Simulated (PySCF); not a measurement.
# A diatomic session: GaO

An exercise on one series of results from a longer session: the logs are not shown, and one member is left open.

The runs use PySCF 2.14.0; Ga jorge-DZP-DKH, O jorge-DZP-DKH, spin-free X2C with a Gaussian nucleus.

The first run:

The job is set up so:

| Property | Result |
| --- | --- |
| atoms | Ga, O |
| charge | 0 |
| basis | Ga jorge-DZP-DKH, O jorge-DZP-DKH |
| Hamiltonian | spin-free X2C with a Gaussian nucleus |
| basis functions | 58 |
| electrons treated | 39 |
| masses in u | 68.9256, 15.9949 |
| levels | PBE0, PBE, r²SCAN, TPSS, MN15, M06-2X, ωB97X, HF, MP2, SCS-MP2, CCSD, CCSD(T) |
| grid | 80 radial by 434 angular points |
| occupations | held fixed by the projection of orbital angular momentum |
| dissociation limit | Ga + O, each in its ground configuration |
| starting distance in angstrom | 1.805 |
| values of 2S to try | 1, 3 |

Run with:

```bash
$ OMP_NUM_THREADS=1 python dia.py task.json out
```

Steps of the session up to this table: The job; PBE0 along the bond; Excited determinants; PBE; r²SCAN (meta-GGA); TPSS; MN15 (hybrid meta-GGA); M06-2X (hybrid meta-GGA); ωB97X (range-separated hybrid); UHF; Correlated methods on the Hartree–Fock reference.

One of the session's tables, all rows but one given; the rest of the session is left out.

It belongs to the step «The curves together». Energy (eV) from each level's lowest point:

| R (Å) | UHF | UHF-MP2 | UHF-SCS-MP2 | UHF-CCSD | UHF-CCSD(T) |
| --- | --- | --- | --- | --- | --- |
| 1.465 | 1.786 | 0.634 | 0.811 | n/a | n/a |
| 1.534 | 0.967 | 0.327 | 0.433 | 0.553 | 0.549 |
| 1.602 | 0.445 | 0.112 | 0.165 | 0.167 | 0.166 |
| 1.653 | 0.205 | 0.026 | 0.049 | 0.036 | 0.035 |
| 1.704 | 0.064 | 0.000 | 0.000 | 0.000 | 0.000 |
| 1.755 | ? | ? | ? | ? | ? |
| 1.823 | 0.003 | 0.117 | 0.077 | 0.150 | 0.156 |
| 1.909 | 0.107 | 0.301 | 0.240 | 0.368 | 0.381 |
| 2.011 | 0.321 | 0.583 | 0.503 | 0.683 | 0.703 |
| 2.147 | 0.685 | 1.006 | 0.907 | n/a | n/a |

**Question.** Estimate the row for R (Å) = 1.755.

Worked estimate for «UHF». A straight line through the neighbours (1.704, 0.064) and (1.823, 0.003) gives 0.064 + (0.003 − 0.064) × (1.755 − 1.704) / (1.823 − 1.704) = 0.038; a parabola fitted to 4 rows on both sides gives 0.007.

The run gave: UHF: 0.000; UHF-MP2: 0.024; UHF-SCS-MP2: 0.005; UHF-CCSD: 0.033; UHF-CCSD(T): 0.035. In «UHF» the line misses by +0.038 and the parabola by +0.007.
